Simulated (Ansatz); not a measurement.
Write a Python script for Ansatz 0.2.0 through its Python package that makes an active-space calculation of H4OSeSi, SMILES O[SiH2][SeH]. Settings (for the species named): Hartree-Fock, def2-SVP basis, multiplicity 1.

```xyz
7

O    -1.1821   -0.7450   -0.4884
Si   -0.0946    0.4315    0.0979
Se    1.4332   -0.6490    1.3493
H    -1.7887   -0.1477   -1.0399
H     0.5778    1.0960   -1.0463
H    -0.7816    1.4515    0.9240
H     1.8973   -1.5054    0.1579
```

The script, `run_cas.py`:
```python
"""Active-space calculation on H4OSeSi."""

import ansatz as az
from ase import Atoms

BASIS_SET = "def2-SVP"

atoms = Atoms(["O", "Si", "Se", "H", "H", "H", "H"], positions=[
    [-1.1821, -0.745, -0.4884],
    [-0.0946, 0.4315, 0.0979],
    [1.4332, -0.649, 1.3493],
    [-1.7887, -0.1477, -1.0399],
    [0.5778, 1.096, -1.0463],
    [-0.7816, 1.4515, 0.924],
    [1.8973, -1.5054, 0.1579],
])
h4osesi = az.Crystal.molecule_from_ase(atoms)

calc = (
    h4osesi.calculation()
    .basis(gaussian=BASIS_SET)
    .correlation(active_electrons=2, active_orbitals=2)
)
for method in [None, "sc_nevpt2"]:
    rep = (calc if method is None else calc.correlation(method)).run(threads=1).report
    space = rep["configurations"]
    state = space["states"][0]
    print(method or "casscf", f"total {rep['free_energy_ev'] / 27.211386246:.6f} Ha, active-space state {state['energy']['hartree']:.6f} Ha, mean field {rep['reference_energy_ev'] / 27.211386246:.6f} Ha")
    print("  determinants", state["n_determinants"], " natural occupations", [round(n, 3) for n in space["natural_occupations"]])
print("effectively unpaired electrons, sum of min(n, 2 - n):", round(sum(min(n, 2 - n) for n in space["natural_occupations"]), 3))
```

```console
$ python run_cas.py
casscf total -2765.592332 Ha, active-space state -2765.592332 Ha, mean field -2765.569788 Ha
  determinants 4  natural occupations [1.976, 0.024]
sc_nevpt2 total -2766.099501 Ha, active-space state -2765.592332 Ha, mean field -2765.569788 Ha
  determinants 4  natural occupations [1.976, 0.024]
effectively unpaired electrons, sum of min(n, 2 - n): 0.049
```

Notes:
- Total energies depend on the basis set; only differences at equal settings carry meaning.
- The geometry is a force-field or estimated start, not a minimum of this method, and the basis set is short of its limit. The active space starts as a window about the frontier orbitals and is then optimised, not chosen by chemistry.
- Timing: 14 s on 1 thread of Arm Neoverse V2 (shared host), peak memory 0.28 GiB.
